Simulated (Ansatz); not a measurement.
# InS4: the cost of one run

Method: DFT PBE, scalar-relativistic, plane waves, PAW, in Ansatz 0.2.0.

### Step 1. Starting point

It takes space group Pm-3m (No. 221, cubic). Conventional cell: a = 4.947 Å, b = 4.947 Å, c = 4.947 Å, α = 90.00°, β = 90.00°, γ = 90.00°. In (site symmetry m-3m) is surrounded by 12 S at 3.50 Å. S (site symmetry 4/mmm) is surrounded by 10 S at 2.47 to 3.50 Å and 4 In at 3.50 Å. S (site symmetry m-3m) is surrounded by 6 S at 2.47 Å.

Coordinates:

```xyz
5
Lattice="4.9468 0.0000 0.0000 0.0000 4.9468 0.0000 0.0000 0.0000 4.9468" Properties=species:S:1:pos:R:3 pbc="T T T"
In    2.4734    2.4734    2.4734
S     2.4734    0.0000    0.0000
S     0.0000    2.4734    0.0000
S     0.0000    0.0000    2.4734
S     0.0000    0.0000    0.0000
```

The cell is invented: random cell by space group and Wyckoff sites (Pm-3m, No. 221). The dimensions are guesses.

### Step 2. A first look at the guess

File input.yaml:

```yaml
crystal:
  lattice:
    - [4.94683386, 0.0, 0.0]
    - [0.0, 4.94683386, 0.0]
    - [0.0, 0.0, 4.94683386]
  atoms:
    - { symbol: In, position: [0.5, 0.5, 0.5] }
    - { symbol: S, position: [0.5, 0.0, 0.0] }
    - { symbol: S, position: [0.0, 0.5, 0.0] }
    - { symbol: S, position: [0.0, 0.0, 0.5] }
    - { symbol: S, position: [0.0, 0.0, 0.0] }
basis:
  ecutwfc: 420
kpoints:
  mp_grid: { grid: [4, 4, 4] }
hamiltonian:
  xc: pbe
scf:
  occupations: { method: gaussian, width: 0.1 }
  lower_state_search: "off"
output:
  forces: true
  stress: true
  eigenvalues: true
```

Run with:

```
ansatz run input.yaml --threads 1 --pin off --max-ram 2560MiB --backend cpu --events-out ev --progress --plain --runs-dir out
```

Q: Estimate wall time and peak memory on 1 thread of Arm Neoverse V2, shared host.

About 1.9 s, with a peak of 0.34 GiB.
